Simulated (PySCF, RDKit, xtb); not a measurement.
# CHGeN: from the formula to a structure

Task: start from the formula CHGeN, draw up candidate structures, narrow them down in stages, and characterise the one that lies lowest at 298.15 K.

Plan: many cheap relaxations first (GFN2-xTB), then density-functional screening, relaxation at PBE0-D4/def2-SVP, vibrations (at GFN2-xTB) and a final energy. The numbers are computed, not measured.

1 further run of the same task is left out (set aside as unsound or not needed).

### 1 Candidates

A program enumerates the bonding patterns with one Lewis structure each (two rings at most, one unusual centre or charged pair), with their diastereomers. O–O, O–halogen and N–halogen bonds and N–N–N chains are not drawn. That gives 7 candidates, of which 1 could not be built in three dimensions.

```
label           SMILES     spin
 c043       N=[C]=[Ge]  singlet
 c310       N#[C][GeH]  triplet
 c528  [C+]#[Ge-]=[NH]  singlet
 c779       N#[C][GeH]  singlet
 c822  [CH+]=[Ge-]#[N]  singlet
 c896       N=[C]=[Ge]  triplet
```

Candidates are built by distance geometry, with a force field where one applies, in up to four conformers (letters a to d). 10 starts with atoms placed at random are added, to find patterns that the rules miss.

**Question.** With final energies at CCSD(T)/def2-TZVPP, which structure will this search put lowest in free energy, and by what margin?

| quantity | value |
| --- | --- |
| lowest structure found | N#[C][GeH], singlet |
| next finalist | [C][N][GeH] ‡, singlet, 5.6 kcal/mol higher in G |
| share at equilibrium, among the finalists | 100.0 % |
| lowest excitation (TD-B3LYP/def2-SVPD) | 2.56 eV (f = 0.010) |
| strongest of the states computed, same level | 6.86 eV (f = 0.290) |
| lowest triplet excitation, same level, Tamm-Dancoff | 1.63 eV |

The search ends on `N#[C][GeH]`. The margin of 5.6 kcal/mol over the next finalist is beyond the usual error of the last level; it says nothing of structures that weren't ranked. HF/STO-3G, r2SCAN-D4/def2-SVP, PBE0-D4/def2-SVP and MP2/def2-TZVPP already put its bonding pattern lowest among the structures in one piece; GFN2-xTB favours the singlet [CH]1[N][Ge]1 ‡; HF/def2-TZVPP favours the singlet [C][N][GeH] ‡. The search is not exhaustive (a finite list of starts, one conformer a finalist), so a lower isomer can't be ruled out.

‡ marks the bonded skeleton alone, with all bonds drawn single: no Lewis structure was assigned that passes a check against the bond lengths.
